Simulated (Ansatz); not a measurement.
# Ba7B: the cost of one run

Computed with Ansatz 0.2.0 (DFT PBE, scalar-relativistic, plane waves, PAW, unless a step's input says otherwise).

## 1. The starting structure

It takes space group Fm-3m (No. 225, cubic). Conventional cell: a = 10.015 Å, b = 10.015 Å, c = 10.015 Å, α = 90.00°, β = 90.00°, γ = 90.00°. Ba (site symmetry mmm) has 10 Ba at 3.54 Å and 2 B at 3.54 Å in its first shell of neighbours. Ba (site symmetry m-3m) has 12 Ba at 3.54 Å in its first shell of neighbours. B (site symmetry m-3m) has 12 Ba at 3.54 Å in its first shell of neighbours.

Coordinates:

```
CELL_PARAMETERS angstrom
0.00000 5.00756 5.00756
5.00756 0.00000 5.00756
5.00756 5.00756 0.00000
ATOMIC_POSITIONS crystal
Ba 0.50000 0.00000 0.00000
Ba 0.00000 0.50000 0.50000
Ba 0.00000 0.50000 0.00000
Ba 0.50000 0.00000 0.50000
Ba 0.00000 0.00000 0.50000
Ba 0.50000 0.50000 0.00000
Ba 0.50000 0.50000 0.50000
B 0.00000 0.00000 0.00000
```

Recipe of the guess: species swapped into a database cell of MgPt7 (Fm-3m, No. 225), with B on the Mg sites and Ba on the Pt sites. Lengths come from tabulated atomic sizes and are only a guess.

## 2. A first look at the guess

input.yaml

```yaml
crystal:
  lattice:
    - [0.0, 5.00755782, 5.00755782]
    - [5.00755782, 0.0, 5.00755782]
    - [5.00755782, 5.00755782, 0.0]
  atoms:
    - { symbol: Ba, position: [0.5, 0.0, 0.0] }
    - { symbol: Ba, position: [0.0, 0.5, 0.5] }
    - { symbol: Ba, position: [0.0, 0.5, 0.0] }
    - { symbol: Ba, position: [0.5, 0.0, 0.5] }
    - { symbol: Ba, position: [0.0, 0.0, 0.5] }
    - { symbol: Ba, position: [0.5, 0.5, 0.0] }
    - { symbol: Ba, position: [0.5, 0.5, 0.5] }
    - { symbol: B, position: [0.0, 0.0, 0.0] }
basis:
  ecutwfc: 420
kpoints:
  mp_grid: { grid: [4, 4, 4] }
hamiltonian:
  xc: pbe
scf:
  occupations: { method: gaussian, width: 0.1 }
  lower_state_search: "off"
output:
  forces: true
  stress: true
  eigenvalues: true
```

The run is started by

```
$ ansatz run input.yaml --threads 1 --pin off --max-ram 2560MiB --backend cpu --events-out ev --progress --plain --runs-dir out
```

**Question.** How long does this run take on 1 thread of Intel Xeon at 2.80GHz (Skylake/Cascade Lake), shared host, and how much memory does it need?

About 6.2 s, with a peak of 0.54 GiB.
